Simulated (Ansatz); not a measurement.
The system is CsLiCr2Te2S3.

```xyz
9
Lattice="3.3193 1.9164 6.8798 -3.3193 1.9164 6.8798 0.0000 -3.8328 6.8798" Properties=species:S:1:pos:R:3 pbc="T T T"
Cs    0.0000    0.0000    0.0000
Li    0.0000    0.0000   10.3197
Cr    0.0000    0.0000   16.4802
Cr    0.0000    0.0000    4.1593
Te    0.0000    0.0000   14.0328
Te    0.0000    0.0000    6.6067
S    -2.4147    0.0000   10.3197
S     1.2074   -2.0912   10.3197
S     1.2074    2.0912   10.3197
```

The cell was built by a generator and needn't be a form met in nature.

Base run:

```yaml
Program: Ansatz 0.2.0
Functional: revPBE
Potentials_or_basis: all-electron LAPW, scalar-relativistic
Cutoff: 305 eV
Density_cutoff: 1221 eV
Basis_error_allowed: 0.002 eV/atom
k_mesh: 4 × 4 × 4
Occupations: fermi-dirac, width 0.05 eV
Spin: collinear spin, ferromagnetic start
Starting_moments: "[0.0, 0.0, 3.0, 3.0, 0.0, 0.0, 0.0, 0.0, 0.0] μB"
```

Its results: band gap on the k mesh none (metal or under the smearing width); pressure 1.4 GPa; net moment 4.00 μB per cell; site moments Cs -0.01; Li +0.01; Cr +2.29; Te -0.23; S -0.06 μB; largest force 0.084 eV/Å.

Task: The run is repeated on the same cell with these changes: functional from revPBE to BLYP. What comes out?

Result: Band gap on the k mesh none (metal or under the smearing width); pressure 2.1 GPa; net moment 4.00 μB per cell; site moments Cs -0.01; Li +0.01; Cr +2.17; Te -0.18; S -0.04 μB; largest force 0.205 eV/Å.

Caveats: the k mesh is thin for a metal, which can move the energy by tens of meV per atom; only a ferromagnetic start was run, and an antiferromagnetic order may lie lower in energy.

Not every run made on this cell is shown here.
